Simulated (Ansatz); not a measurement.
**HfOs: how the settings move a relaxation**

Aim: see which settings change the result for HfOs, by how much, and at what cost.

Computed with Ansatz 0.2.0 (reference: DFT, PBEsol, PAW with Ansatz's default frozen-core files, scalar-relativistic; relaxation of cell and atoms, unless a step's input says otherwise).

1 further run of the same task is left out (it didn't finish). Runs told in other sessions of the task aren't counted.

### 1 The structure to begin with

Symmetry: Pm-3m, No. 221, cubic system. The conventional cell has a = 3.239 Å, b = 3.239 Å, c = 3.239 Å, α = 90.00°, β = 90.00°, γ = 90.00°. Hf (site symmetry m-3m) has 8 Os at 2.81 Å in its first shell of neighbours. Os (site symmetry m-3m) is surrounded by 8 Hf at 2.81 Å.

Structure file:

```xyz
2
Lattice="3.2390 0.0000 0.0000 0.0000 3.2390 0.0000 0.0000 0.0000 3.2390" Properties=species:S:1:pos:R:3 pbc="T T T"
Hf    0.0000    0.0000    0.0000
Os    1.6195    1.6195    1.6195
```

### 2 Baseline

The input, input.yaml:

```yaml
crystal:
  lattice:
    - [3.239, 0.0, 0.0]
    - [0.0, 3.239, 0.0]
    - [0.0, 0.0, 3.239]
  atoms:
    - { symbol: Hf, position: [0.0, 0.0, 0.0] }
    - { symbol: Os, position: [0.5, 0.5, 0.5] }
kpoints:
  mp_grid: { grid: [12, 12, 12] }
scf:
  occupations: { method: fermi_dirac, width: 0.1 }
hamiltonian:
  xc: pbesol
  pseudopotentials: { kind: paw }
relax:
  f_tol: 0.002
  max_steps: 80
  cell: {}
output:
  forces: true
  stress: true
  write_density: true
  write_potential: true
  elf: true
  volumetric_format: npy
```

Run with:

```sh
ansatz run input.yaml --threads 1 --pin off --max-ram 3072MiB --backend cpu --events-out ev --progress --plain --runs-dir out
```

### 3 Changing settings: ecutwfc 250 eV

Edit input.yaml of step 2 so:

```diff
@@ -22,5 +22,3 @@
   stress: true
-  write_density: true
-  write_potential: true
-  elf: true
-  volumetric_format: npy
+basis:
+  ecutwfc: "250 eV"
```

Q: Predict the outcome of this session. Wanted: for each run, ending; energy change; pressure; gap; force.

The runs gave:

| run | ending | energy change | pressure (GPa) | gap (eV) | force (eV/Å) | cycles | time |
| --- | --- | --- | --- | --- | --- | --- | --- |
| reference | converged | 0 | 0.0 | 0.00 | 0.00 | 35 | 11 s |
| 1: ecutwfc 250 eV | converged | +1.08 eV/atom | 0.0 | 0.00 | 0.00 | 85 | 14 s |

Times don't compare one to one where runs were asked for different outputs or read a saved state (see the inputs); cycles may leave out searches for a lower state.

**Reading.** Changing the cutoff moves the energy by +1.08 eV/atom. The log warns that the cutoff is under what these potentials recommend, so the shift is basis error. Run 1 ran under the cutoff that the potentials recommend, as the log warns, so basis error is mixed into its values.
